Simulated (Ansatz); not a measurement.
# CH₄F₂MoO₃: how energies converge with the basis set

One table from this session's results is given with a row withheld; the runs are named, their logs left out.

Program: Ansatz 0.2.0, Gaussian basis. Level of theory: one geometry, several basis sets. These are calculated values, not measurements.

Plan: PBE0-D4/def2-SVP; ωB97M-V/def2-SVP; PBE0-D4/def2-QZVPP; ωB97M-V/def2-QZVPP; the functionals' def2-TZVPP values are taken from earlier runs.

**Structure used throughout**

The geometry comes from an earlier relaxation with PBE0-D4 in a triple-zeta def2 set; it is a stationary point, not always the lowest conformer. Mo takes the def2 core potential; no spin-orbit term is included.

SMILES `C[O][Mo](=[O])([OH])([F])[F]`, 11 atoms, charge 0, spin multiplicity 1.

Atoms are counted from 1 here; the program's logs count them from 0.

Bond lengths: C1–O2 1.399 Å, C1–H8 1.094 Å, C1–H9 1.095 Å, C1–H10 1.091 Å, O2–Mo3 1.828 Å, Mo3–O4 1.654 Å, Mo3–O5 1.898 Å, Mo3–F6 1.871 Å, Mo3–F7 1.854 Å, O5–H11 0.963 Å. Angles: O2–C1–H8 110.1°, O2–C1–H9 108.6°, O2–C1–H10 108.8°, H8–C1–H9 109.5°, H8–C1–H10 109.7°, H9–C1–H10 110.1°, C1–O2–Mo3 137.0°, O2–Mo3–O4 102.5°, O2–Mo3–O5 83.7°, O2–Mo3–F6 155.2°, O2–Mo3–F7 92.5°, O4–Mo3–O5 111.3°, O4–Mo3–F6 101.6°, O4–Mo3–F7 110.8°, O5–Mo3–F6 81.7°, O5–Mo3–F7 137.6°, F6–Mo3–F7 84.8°, Mo3–O5–H11 114.6°.

Geometry (Å):

```xyz
11
CH4F2MoO3
C     0.5011   -1.7769   -0.0901
O    -0.3902   -0.8337    0.4336
Mo   -0.5328    0.9882    0.4814
O    -2.1555    1.2138    0.7071
O    -0.1041    0.8627   -1.3630
F     0.0572    2.7446    0.2228
F     0.3765    1.0976    2.0929
H     1.4045   -1.8223    0.5250
H     0.7674   -1.4777   -1.1095
H     0.0146   -2.7532   -0.1011
H     0.1264    1.6999   -1.7786
```

The first run:

The input, in.yaml:

```yaml
crystal:
  periodic: [false, false, false]
  atoms:
    - {symbol: C, position_ang: [0.501120, -1.776857, -0.090079]}
    - {symbol: O, position_ang: [-0.390170, -0.833743, 0.433560]}
    - {symbol: Mo, position_ang: [-0.532812, 0.988192, 0.481401]}
    - {symbol: O, position_ang: [-2.155524, 1.213840, 0.707076]}
    - {symbol: O, position_ang: [-0.104071, 0.862727, -1.363031]}
    - {symbol: F, position_ang: [0.057236, 2.744615, 0.222807]}
    - {symbol: F, position_ang: [0.376508, 1.097576, 2.092947]}
    - {symbol: H, position_ang: [1.404537, -1.822267, 0.525045]}
    - {symbol: H, position_ang: [0.767430, -1.477744, -1.109548]}
    - {symbol: H, position_ang: [0.014631, -2.753249, -0.101091]}
    - {symbol: H, position_ang: [0.126417, 1.699909, -1.778586]}
basis:
  gaussian: {orbitals: def2-SVP}
hamiltonian: {xc: pbe0, dispersion: d4}
output: {orbitals: {seedname: orbitals}}
```

Launch:

```bash
ansatz run in.yaml --threads 4 --pin off --events-out ev --progress --plain --max-ram 11315MiB
```

Among the steps run: PBE0-D4 in def2-SVP; ωB97M-V in def2-SVP; PBE0-D4 in def2-QZVPP; ωB97M-V in def2-QZVPP.

One of the session's tables, all rows but one given; the rest of the session is left out.

It belongs to the step «Density functionals: the series». 

| functional | basis | HOMO (eV) | LUMO (eV) |
| --- | --- | --- | --- |
| PBE0-D4 | def2-SVP | -9.50 | -3.73 |
| PBE0-D4 | def2-TZVPP | -9.52 | -3.68 |
| PBE0-D4 | def2-QZVPP | ? | ? |
| ωB97M-V | def2-SVP | -11.83 | -1.58 |
| ωB97M-V | def2-TZVPP | -11.86 | -1.52 |
| ωB97M-V | def2-QZVPP | -11.87 | -1.52 |

Q: Estimate the row for PBE0-D4, def2-QZVPP from the others.

As computed: HOMO (eV): -9.53; LUMO (eV): -3.67. In the column «HOMO (eV)» it lies between ωB97M-V, def2-SVP (-11.83) and PBE0-D4, def2-TZVPP (-9.52).
